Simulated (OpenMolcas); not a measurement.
# N²⁺: CASSCF and CASPT2 terms and fine-structure levels

Which level of N²⁺ lies lowest, and where do the others fall? The reference wave functions come first, then spin-orbit coupling, then second-order correlation.

Method: state-averaged CASSCF and CASPT2, spin-orbit coupling by RASSI with atomic mean-field integrals. Code: OpenMolcas 26.06.

### Step 1. The system

| Item | Value |
| --- | --- |
| Species | N²⁺ (nitrogen, Z = 7, 5 electrons) |
| Basis | ANO-RCC [8s7p4d3f2g], 88 functions |
| Scalar Hamiltonian | DKH2, point nucleus |
| Inactive shells | 1s |
| Active space | 3 electrons in 8 orbitals (2s 2p 3s 3p) |
| Some configurations of this space | 2p3, 2s 2p2, 2s2 2p |
| Orbitals | optimised for each spin and parity, averaged over the low roots |

Outer shells as boxes (Hund's rule):

2p3
```
2p [↑ ][↑ ][↑ ]
```

2s 2p2
```
2s [↑ ]
2p [↑ ][↑ ][  ]
```

2s2 2p
```
2s [↑↓]
2p [↑ ][  ][  ]
```

Each step is its own input file, run in one work folder so that later steps find the files of earlier ones. Labels, J, g values, rates, χT and fits are worked out afterwards by a script from the matrices that RASSI stores.

### Step 2. One- and two-electron integrals

The input, a.inp:

```
&GATEWAY
Coord
1

N 0.0 0.0 0.0
Basis=ANO-RCC
Group=XYZ
NoMove
AngMom=0.0 0.0 0.0
AMFI
&SEWARD
```

### Step 3. Start orbitals from a smaller active space

The input, a.inp:

```
&RASSCF
FileOrb=start.orb
Symmetry=2
Spin=4
nActEl=3 0 0
Inactive=1 0
Ras2=1 3
CIRoot=1 1 1
SDav=1
CIMx=300
Iter=120 100
PrWF=0.3
OrbListing=Nothing
MaxOrb=0
Atom
>>> COPY $Project.JobIph JOBPRE
```

### Step 4. CASSCF: quartets of odd parity, 1 root

The input, a.inp:

```
&RASSCF
FileOrb=start.orb
Symmetry=2
Spin=4
nActEl=3 0 0
Inactive=1 0
Ras2=2 6
CIRoot=1 1 1
SDav=26
CIMx=300
Iter=120 100
PrWF=0.3
OrbListing=Nothing
MaxOrb=0
Atom
>>> COPY $Project.JobIph JOB001
```

### Step 5. CASSCF: doublets of odd parity, 11 roots

The input, a.inp:

```
&RASSCF
FileOrb=start.orb
Symmetry=2
Spin=2
nActEl=3 0 0
Inactive=1 0
Ras2=2 6
CIRoot=11 11 1
SDav=94
CIMx=300
Iter=120 100
PrWF=0.3
OrbListing=Nothing
MaxOrb=0
Atom
>>> COPY $Project.JobIph JOB002
```

### Step 6. CASSCF: quartets of even parity, 3 roots

The input, a.inp:

```
&RASSCF
FileOrb=start.orb
Symmetry=1
Spin=4
nActEl=3 0 0
Inactive=1 0
Ras2=2 6
CIRoot=3 3 1
SDav=30
CIMx=300
Iter=120 100
PrWF=0.3
OrbListing=Nothing
MaxOrb=0
Atom
>>> COPY $Project.JobIph JOB003
```

### Step 7. CASSCF: doublets of even parity, 9 roots

The input, a.inp:

```
&RASSCF
FileOrb=start.orb
Symmetry=1
Spin=2
nActEl=3 0 0
Inactive=1 0
Ras2=2 6
CIRoot=9 9 1
SDav=74
CIMx=300
Iter=120 100
PrWF=0.3
OrbListing=Nothing
MaxOrb=0
Atom
>>> COPY $Project.JobIph JOB004
```

### Step 8. RASSI: spin-orbit coupling between the states

The input, a.inp:

```
&RASSI
NrOfJobIphs=4 1 11 3 9
1
1 2 3 4 5 6 7 8 9 10 11
1 2 3
1 2 3 4 5 6 7 8 9
IphNames
JOB001
JOB002
JOB003
JOB004
EJob
SpinOrbit
DIPRint=1.0
SOCoupling=1000.0
Subsets=2
MEES
Property=10
'ANGMOM' 1 'ANGMOM' 2 'ANGMOM' 3 'MLTPL  1' 1 'MLTPL  1' 2 'MLTPL  1' 3
'AMFI' 1 'AMFI' 2 'AMFI' 3 'MLTPL  2' 6
SOProperty=3
'ANGMOM' 1 'ANGMOM' 2 'ANGMOM' 3
```

### Step 9. CASPT2: IPEA 0.25, imaginary shift 0.1 (closed shells correlated: 1s)

The input, a.inp:

```
>>> COPY JOB001 $Project.JobIph
&CASPT2
Multistate=1 1
Frozen=0 0
IPEA=0.25
Imaginary=0.1
MaxIter=60
WThr=0.0 0.3 0.05
PrWF=0.5
NoMix
>>> COPY JOB002 $Project.JobIph
&CASPT2
Multistate=11 1 2 3 4 5 6 7 8 9 10 11
Frozen=0 0
IPEA=0.25
Imaginary=0.1
MaxIter=60
WThr=0.0 0.3 0.05
PrWF=0.5
NoMix
>>> COPY JOB003 $Project.JobIph
&CASPT2
Multistate=3 1 2 3
Frozen=0 0
IPEA=0.25
Imaginary=0.1
MaxIter=60
WThr=0.0 0.3 0.05
PrWF=0.5
NoMix
>>> COPY JOB004 $Project.JobIph
&CASPT2
Multistate=9 1 2 3 4 5 6 7 8 9
Frozen=0 0
IPEA=0.25
Imaginary=0.1
MaxIter=60
WThr=0.0 0.3 0.05
PrWF=0.5
NoMix
```

(Steps that only read results are left out.)

Before running it: what results should come out? Wanted: lowest level; first excited level; lowest level of another term; spin-orbit lowering of the lowest level; strongest of the lines computed, by gA, at CASSCF energies.

As calculated:

```
                                                  quantity                                                                     value
                                                    method  SS-CASPT2, IPEA 0.25, imaginary shift 0.1 (closed shells correlated: 1s)
                                              lowest level                             2s2 2p 2P* 1/2, 100 % of that term, g = 0.666
                               ground level listed by NIST                                                                    2P°1/2
                                       first excited level                                                2s2 2p 2P* 3/2 at 170 cm-1
                              lowest level of another term                                               2s 2p2 4P 1/2 at 56310 cm-1
                   spin-orbit lowering of the lowest level                                                                  113 cm-1
strongest of the lines computed, by gA, at CASSCF energies                2s 2p2 2P 3/2 → 2s2 2p 2P* 3/2, 64.48 nm, A = 5.67e+09 s⁻¹
```

What each method costs and misses:

```tsv
method	time of its own steps	time with the reference	mean absolute difference from the measured levels (cm-1)
A. CASSCF	18 s	18 s	6100
B. SS-CASPT2, IPEA 0.25, imaginary shift 0.1, +1s	11 s	29 s	550
```

Times are of one thread on a shared host.

In words: The multiplet 2P* is regular. Method B lies closest to the measured levels (550 cm⁻¹ on average) and A farthest (6100). Only the configurations of the active space and the roots asked for are present. Not all states of the active space went into the spin-orbit step. CASPT2 does not keep the components of a term degenerate, and the means are used. The levels of the extra active shells were not computed. Only valence configurations of the active space appear, up to the ionisation limit; * or ° marks odd parity.
